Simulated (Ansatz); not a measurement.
**C₄H₁₂InN: basis-set convergence**

An exercise on one series of results from a longer session: the logs are not shown, and one member is left open.

Program: Ansatz 0.2.0, Gaussian basis. Level of theory: one geometry, several basis sets. These are calculated values, not measurements.

Plan: PBE0-D4/def2-SVP; ωB97M-V/def2-SVP; PBE0-D4/def2-QZVPP; ωB97M-V/def2-QZVPP; the functionals' def2-TZVPP values are taken from earlier runs.

## The geometry

An earlier PBE0-D4 in a triple-zeta def2 set relaxation fixed the geometry. In takes the def2 core potential; no spin-orbit term is included.

SMILES `CC(C)(C)[NH][InH2]`, 18 atoms, charge 0, spin multiplicity 1.

Atoms are counted from 1 here; the program's logs count them from 0.

Bond lengths: C1–C2 1.530 Å, C1–H7 1.094 Å, C1–H8 1.092 Å, C1–H9 1.094 Å, C2–C3 1.530 Å, C2–C4 1.520 Å, C2–N5 1.453 Å, C3–H10 1.092 Å, C3–H11 1.094 Å, C3–H12 1.094 Å, C4–H13 1.093 Å, C4–H14 1.092 Å, C4–H15 1.093 Å, N5–In6 2.015 Å, N5–H16 1.011 Å, In6–H17 1.716 Å, In6–H18 1.708 Å. Angles: C2–C1–H7 111.5°, C2–C1–H8 110.2°, C2–C1–H9 110.5°, H7–C1–H8 108.6°, H7–C1–H9 107.9°, H8–C1–H9 108.0°, C1–C2–C3 109.2°, C1–C2–C4 109.3°, C1–C2–N5 109.6°, C3–C2–C4 109.3°, C3–C2–N5 109.6°, C4–C2–N5 109.8°, C2–C3–H10 110.3°, C2–C3–H11 111.5°, C2–C3–H12 110.5°, H10–C3–H11 108.6°, H10–C3–H12 108.0°, H11–C3–H12 107.9° and more.

Geometry (Å):

```mol
C4H12InN
  3D, bonds by distance, orders not assigned

 18 17  0  0  0  0  0  0  0  0999 V2000
   -0.1441   -1.7469    0.2968 C   0  0
    0.2322   -0.3089   -0.0680 C   0  0
    1.7501   -0.2141   -0.2393 C   0  0
   -0.4452    0.0713   -1.3747 C   0  0
   -0.1973    0.5917    0.9889 N   0  0
   -1.4590    2.1610    1.0504 In  0  0
    0.1858   -2.4537   -0.4698 H   0  0
   -1.2265   -1.8368    0.4118 H   0  0
    0.3217   -2.0364    1.2432 H   0  0
    2.0369    0.8037   -0.5129 H   0  0
    2.1088   -0.8983   -1.0134 H   0  0
    2.2577   -0.4688    0.6955 H   0  0
   -0.1889    1.0933   -1.6669 H   0  0
   -0.1300   -0.5977   -2.1781 H   0  0
   -1.5330    0.0044   -1.2873 H   0  0
    0.2448    0.3554    1.8667 H   0  0
   -1.5484    2.8264    2.6298 H   0  0
   -2.2656    2.6546   -0.3725 H   0  0
  1  2  8  0
  2  3  8  0
  2  4  8  0
  2  5  8  0
  5  6  8  0
  1  7  8  0
  1  8  8  0
  1  9  8  0
  3 10  8  0
  3 11  8  0
  3 12  8  0
  4 13  8  0
  4 14  8  0
  4 15  8  0
  5 16  8  0
  6 17  8  0
  6 18  8  0
M  END
```

Set-up of the first run:

in.yaml

```yaml
crystal:
  periodic: [false, false, false]
  atoms:
    - {symbol: C, position_ang: [-0.144058, -1.746885, 0.296844]}
    - {symbol: C, position_ang: [0.232183, -0.308930, -0.068033]}
    - {symbol: C, position_ang: [1.750084, -0.214122, -0.239295]}
    - {symbol: C, position_ang: [-0.445161, 0.071270, -1.374706]}
    - {symbol: N, position_ang: [-0.197287, 0.591659, 0.988876]}
    - {symbol: In, position_ang: [-1.458964, 2.161048, 1.050358]}
    - {symbol: H, position_ang: [0.185758, -2.453748, -0.469828]}
    - {symbol: H, position_ang: [-1.226512, -1.836790, 0.411801]}
    - {symbol: H, position_ang: [0.321719, -2.036372, 1.243188]}
    - {symbol: H, position_ang: [2.036946, 0.803668, -0.512892]}
    - {symbol: H, position_ang: [2.108793, -0.898343, -1.013448]}
    - {symbol: H, position_ang: [2.257651, -0.468811, 0.695507]}
    - {symbol: H, position_ang: [-0.188949, 1.093263, -1.666868]}
    - {symbol: H, position_ang: [-0.130050, -0.597699, -2.178098]}
    - {symbol: H, position_ang: [-1.532964, 0.004380, -1.287345]}
    - {symbol: H, position_ang: [0.244807, 0.355377, 1.866661]}
    - {symbol: H, position_ang: [-1.548402, 2.826433, 2.629835]}
    - {symbol: H, position_ang: [-2.265614, 2.654583, -0.372546]}
basis:
  gaussian: {orbitals: def2-SVP}
hamiltonian: {xc: pbe0, dispersion: d4}
output: {orbitals: {seedname: orbitals}}
```

Launch:

```bash
ansatz run in.yaml --threads 2 --pin off --events-out ev --progress --plain --max-ram 32768MiB --backend cpu
```

Among the steps run: PBE0-D4 in def2-SVP; ωB97M-V in def2-SVP; PBE0-D4 in def2-QZVPP; ωB97M-V in def2-QZVPP.

One of the session's tables, all rows but one given; the rest of the session is left out.

It belongs to the step «Density functionals: the series». 

| functional | basis | HOMO (eV) |
| --- | --- | --- |
| PBE0-D4 | def2-SVP | -6.28 |
| PBE0-D4 | def2-TZVPP | -6.37 |
| PBE0-D4 | def2-QZVPP | -6.39 |
| ωB97M-V | def2-SVP | -8.55 |
| ωB97M-V | def2-TZVPP | ? |
| ωB97M-V | def2-QZVPP | -8.68 |

Estimate the missing values for ωB97M-V, def2-TZVPP.

**Answer.** HOMO (eV): -8.66. In the column «HOMO (eV)» it lies between ωB97M-V, def2-QZVPP (-8.68) and ωB97M-V, def2-SVP (-8.55).
